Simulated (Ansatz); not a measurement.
**AlAsH2+ (quartet): from Hartree-Fock to the top rungs, cc-pVDZ**

One table from this session's results is given with a row withheld; the runs are named, their logs left out.

Computed with Ansatz 0.2.0, Gaussian basis. Level: cc-pVDZ, core rule «outside noble gas», up to 19 orbitals frozen.

To be run: UHF; CCSD(T) on ROHF; CCSD(T) on UHF; BCCD(T) on ROHF; CISD; CCSDT(Q) on ROHF; CCSDT(Q) on UHF; CCSDTQ on ROHF.

15 further runs of the same task are left out: 9 for a known fault of the program, 6 set aside as unsound or not needed.

## The system

The geometry is a PBE0/def2-TZVP stationary point (not a proven minimum) of the parent state, kept for this charge and spin. No spin-orbit coupling is included. The filled d shell of As may be among the frozen orbitals whatever the setting's name suggests; the logs give the count.

4 atoms, charge 1, spin multiplicity 4.

Atoms are counted from 1 here; the program's logs count them from 0.

Bond lengths: Al1–As2 2.470 Å, As2–H3 1.524 Å, As2–H4 1.524 Å. Angles: Al1–As2–H3 96.8°, Al1–As2–H4 96.8°, H3–As2–H4 92.8°.

The first run:

The input, in.yaml:

```yaml
crystal:
  periodic: [false, false, false]
  atoms:
    - {symbol: Al, position_ang: [0.036540, 0.000000, 1.832106]}
    - {symbol: As, position_ang: [-0.039784, 0.000000, -0.636952]}
    - {symbol: H, position_ang: [0.989539, 1.103858, -0.849067]}
    - {symbol: H, position_ang: [0.989541, -1.103856, -0.849067]}
basis:
  gaussian: {orbitals: cc-pVDZ}
total_charge: 1
magnetization: {spin_polarized: true, initial_magnetization: 3}
hamiltonian: {xc: hf}
output: {orbitals: {seedname: orbitals}}
```

Command:

```console
ansatz run in.yaml --threads 1 --pin off --events-out ev --progress --plain --max-ram 2816MiB --backend cpu
```

Steps of the session up to this table: UHF; CCSD(T) on ROHF; CCSD(T) on UHF; BCCD(T) on ROHF; CISD; CCSDT(Q) on ROHF; CCSDT(Q) on UHF; CCSDTQ on ROHF.

One of the session's tables, all rows but one given; the rest of the session is left out.

| method | from RCCSDTQ (meV) |
| --- | --- |
| ROHF | +4020.0 |
| UHF | +3929.2 |
| RMP2 | +935.9 |
| UMP2 | +932.9 |
| CISD | +343.9 |
| RCCSD | +147.0 |
| UCCSD | +141.4 |
| RCCSD(T) | +36.3 |
| UCCSD(T) | ? |
| BCCD(T) | +35.7 |
| RCCSDT | +6.0 |
| UCCSDT | +1.3 |
| RCCSDT(Q) | +0.9 |
| UCCSDT(Q) | -3.9 |
| RCCSDTQ | 0 |

Q: Estimate the row for UCCSD(T) from the others.

**Answer.** from RCCSDTQ (meV): +32.2. In the column «from RCCSDTQ (meV)» it lies between RCCSDT (+6.0) and BCCD(T) (+35.7).

Caveats from the session: Restricted and unrestricted rows rest on different reference determinants; where their highest levels disagree by more than a few hundredths of an eV, they describe different states and don't form one ladder.
